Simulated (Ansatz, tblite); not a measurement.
# [Cu(NH3)3F]+ (CuFH9N3+): one state, many levels

How do method and basis change the picture of [Cu(NH3)3F]+ (CuFH9N3+) (doublet)?

Computed with Ansatz 0.2.0, Gaussian basis. Level: as each input shows.

Levels to be run: GFN1-xTB, GFN2-xTB, PBE-D4/def2-TZVP, r2SCAN-D4/def2-TZVP, LDA/def2-TZVP, ωB97M-V/def2-TZVP, BLYP-D4/def2-TZVP, PBE-D4/def2-SVP, PBE0-D4/def2-SVP, CCSD(T)/def2-SVP, MP2/def2-TZVP, RPA/def2-TZVP.

2 further runs of the same task are left out: 2 set aside as unsound or not needed. Runs told in other sessions of the task aren't counted.

### 1 The relaxed structure

The doublet was relaxed beforehand with PBE-D4/def2-SVP.

14 atoms, charge 1, spin multiplicity 2.

Bond lengths: Cu1–N2 2.055 Å, Cu1–N6 2.054 Å, Cu1–N10 2.056 Å, Cu1–F14 1.859 Å, N2–H3 1.030 Å, N2–H4 1.038 Å, N2–H5 1.030 Å, N6–H7 1.031 Å, N6–H8 1.033 Å, N6–H9 1.031 Å, N10–H11 1.030 Å, N10–H12 1.030 Å, N10–H13 1.038 Å. Angles: N2–Cu1–N6 98.3°, N2–Cu1–N10 163.7°, N2–Cu1–F14 81.8°, N6–Cu1–N10 98.1°, N6–Cu1–F14 179.2°, N10–Cu1–F14 81.8°, Cu1–N2–H3 119.4°, Cu1–N2–H4 92.4°, Cu1–N2–H5 118.8°, H3–N2–H4 108.5°, H3–N2–H5 107.6°, H4–N2–H5 108.2°, Cu1–N6–H7 113.2°, Cu1–N6–H8 111.8°, Cu1–N6–H9 113.6°, H7–N6–H8 105.8°, H7–N6–H9 106.0°, H8–N6–H9 105.8° and more.

Formally the metal is d9. No spin-orbit coupling is included. The ion is computed in the gas phase, without counter-ions or solvent.

PBE0-D4/def2-TZVP was run before; its log isn't repeated, and its numbers join the tables.

### 2 GFN1-xTB

Tight binding, by tblite at 300 K electronic temperature and without a spin-polarisation term:

```python
tblite.interface.Calculator('GFN1-xTB', numbers, positions, charge=1, uhf=1).singlepoint()
```

Energy -646.5278 eV; 0.008 s.

### 3 GFN2-xTB

Tight binding, by tblite at 300 K electronic temperature and without a spin-polarisation term:

```python
tblite.interface.Calculator('GFN2-xTB', numbers, positions, charge=1, uhf=1).singlepoint()
```

Energy -587.3980 eV; 0.005 s.

### 4 PBE-D4/def2-TZVP

start.molden holds the orbitals of an earlier run on this state, given as this run's starting guess.

Contents of in.yaml:

```yaml
crystal:
  periodic: [false, false, false]
  atoms:
    - {symbol: Cu, position_ang: [0.002102, -0.303194, -0.000901]}
    - {symbol: N, position_ang: [2.036316, -0.593774, -0.025487]}
    - {symbol: H, position_ang: [2.582508, -0.278047, -0.839838]}
    - {symbol: H, position_ang: [1.931611, -1.625214, -0.078400]}
    - {symbol: H, position_ang: [2.579350, -0.368783, 0.820607]}
    - {symbol: N, position_ang: [-0.002122, 1.750521, 0.035061]}
    - {symbol: H, position_ang: [-0.777182, 2.145865, 0.589007]}
    - {symbol: H, position_ang: [-0.101295, 2.150331, -0.911730]}
    - {symbol: H, position_ang: [0.862094, 2.157965, 0.423020]}
    - {symbol: N, position_ang: [-2.032657, -0.595826, 0.012006]}
    - {symbol: H, position_ang: [-2.602014, -0.262132, -0.779026]}
    - {symbol: H, position_ang: [-2.551485, -0.390649, 0.878036]}
    - {symbol: H, position_ang: [-1.929462, -1.625900, -0.064417]}
    - {symbol: F, position_ang: [0.002225, -2.161181, -0.057927]}
basis:
  gaussian: {orbitals: def2-TZVP, initial_orbitals: start.molden}
total_charge: 1
magnetization: {spin_polarized: true, initial_magnetization: 1}
hamiltonian: {xc: pbe, dispersion: d4}
scf: {omitted_lower_state_checks: [starts]}
output: {orbitals: {seedname: orbitals}}
```

Started as:

```
ansatz run in.yaml --threads 4 --pin off --events-out ev --progress --plain --max-ram 4787MiB
```

Further steps of the session: r2SCAN-D4/def2-TZVP; LDA/def2-TZVP; ωB97M-V/def2-TZVP; BLYP-D4/def2-TZVP; PBE-D4/def2-SVP; PBE0-D4/def2-SVP; CCSD(T)/def2-SVP; MP2/def2-TZVP; RPA/def2-TZVP.

Before running them: what should the planned runs give, taken together? Wanted: gap in def2-TZVP, named functionals, smallest and largest; correlation energy, CCSD(T)/def2-SVP; correlation energy, MP2/def2-TZVP; ⟨S²⟩ in def2-TZVP, named functionals, smallest and largest; PBE0 total energy, smallest basis above largest.

As calculated:

| quantity | value |
| --- | --- |
| gap in def2-TZVP, named functionals, smallest and largest | 0.88 eV (LDA), 9.60 eV (ωB97M-V) |
| correlation energy, CCSD(T)/def2-SVP | -28.75 eV |
| correlation energy, MP2/def2-TZVP | -34.67 eV |
| ⟨S²⟩ in def2-TZVP, named functionals, smallest and largest | 0.751, 0.753 |
| PBE0 total energy, smallest basis above largest | 15.16 eV (def2-SVP, def2-TZVP) |

What this shows: Over the named functionals in def2-TZVP the gap runs from 0.88 eV (LDA) to 9.60 eV (ωB97M-V); exact exchange widens it.
